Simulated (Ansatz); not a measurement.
**InGa3As4: the band gap up the ladder of functionals**

An exercise on one series of results from a longer session: the logs are not shown, and one member is left open.

Code: Ansatz 0.2.0. PAW datasets, plane waves. Simulation only: spin-unpolarised, and no claim that this is the phase found in nature.

**The structure to begin with**

The cell was relaxed beforehand with r2SCAN.

The symmetry is Pmm2 (No. 25, orthorhombic); conventional cell a = 4.080 Å, b = 8.175 Å, c = 5.779 Å, 24.10 Å³ an atom. Near Ga stand 4 As at 2.46–2.48 Å; near As stand 3 Ga at 2.45–2.47 Å and 1 In at 2.62 Å; near Ga stand 4 As at 2.45–2.48 Å; near As stand 4 Ga at 2.48 Å; near In stand 4 As at 2.60–2.62 Å.

Structure file:

```cif
data_structure
_symmetry_space_group_name_H-M 'P 1'
_symmetry_Int_Tables_number 1
_cell_length_a 4.0802
_cell_length_b 8.1749
_cell_length_c 5.7794
_cell_angle_alpha 90.000
_cell_angle_beta 90.000
_cell_angle_gamma 90.000
_cell_volume 192.78
loop_
_atom_site_label
_atom_site_type_symbol
_atom_site_fract_x
_atom_site_fract_y
_atom_site_fract_z
_atom_site_occupancy
Ga1 Ga 0.00000 0.75822 0.99984 1
As1 As 0.50000 0.76276 0.24031 1
Ga2 Ga 0.50000 0.00000 0.49804 1
As2 As 0.00000 0.00000 0.74130 1
Ga3 Ga 0.00000 0.24178 0.99984 1
As3 As 0.50000 0.23724 0.24031 1
In1 In 0.50000 0.50000 0.50042 1
As4 As 0.00000 0.50000 0.77994 1
```

The first run:

File input.yaml:

```yaml
crystal:
  lattice:
    - [4.08024169, 0.0, 0.0]
    - [0.0, 8.1749279927, 0.0]
    - [0.0, 0.0, 5.7794251149]
  atoms:
    - { symbol: Ga, position: [0.0, 0.7582199645, -0.0001614308] }
    - { symbol: As, position: [0.5, 0.762761729, 0.2403125228] }
    - { symbol: Ga, position: [0.5, 0.0, 0.4980438959] }
    - { symbol: As, position: [0.0, 0.0, 0.7413020089] }
    - { symbol: Ga, position: [0.0, 0.2417800355, -0.0001614308] }
    - { symbol: As, position: [0.5, 0.237238271, 0.2403125228] }
    - { symbol: In, position: [0.5, 0.5, 0.5004152504] }
    - { symbol: As, position: [0.0, 0.5, 0.779936661] }
kpoints:
  mp_grid: { grid: [6, 4, 4] }
  band_path:
    path:
      - [[0.0, 0.0, 0.0], [0.5, 0.0, 0.0], [0.5, 0.5, 0.0], [0.0, 0.5, 0.0], [0.0, 0.0, 0.0], [0.0, 0.0, 0.5], [0.5, 0.0, 0.5], [0.5, 0.5, 0.5], [0.0, 0.5, 0.5], [0.0, 0.0, 0.5]]
      - [[0.5, 0.0, 0.0], [0.5, 0.0, 0.5]]
      - [[0.0, 0.5, 0.0], [0.0, 0.5, 0.5]]
      - [[0.5, 0.5, 0.0], [0.5, 0.5, 0.5]]
    npoints: 10
hamiltonian:
  xc: pbe
scf:
  occupations: { method: fermi_dirac, width: 0.02 }
  n_extra_bands: 6
output:
  forces: true
  stress: true
  eigenvalues: true
```

The run is started by

```
> ansatz run input.yaml --threads 4 --pin off --max-ram 6451MiB --backend cpu --events-out ev --progress --plain --runs-dir out
```

Steps of the session up to this table: PBE bands along the symmetry lines; r2SCAN; HSE06; PBE+SOC.

One of the session's tables, all rows but one given; the rest of the session is left out.

```
  level  gap (eV)
    PBE      0.11
 r2SCAN      0.57
  HSE06      0.96
PBE+SOC         ?
```

Q: Estimate the row for PBE+SOC from the others.

**Answer.** gap (eV): 0.02. In the column «gap (eV)» it is the lowest.

Meshes: PBE 6×4×4, r2SCAN 6×4×4, HSE06 4×2×4, PBE+SOC 6×4×4

What this shows: PBE+SOC gives the least gap, 0.02 eV, and HSE06 the largest, 0.96 eV. Against HSE06, PBE is short by 0.85 eV, at 11 % of it, and r2SCAN 60 %.

Limits of these values: Warnings in the runs' records: stress scf threshold loose, stress exchange threshold loose.
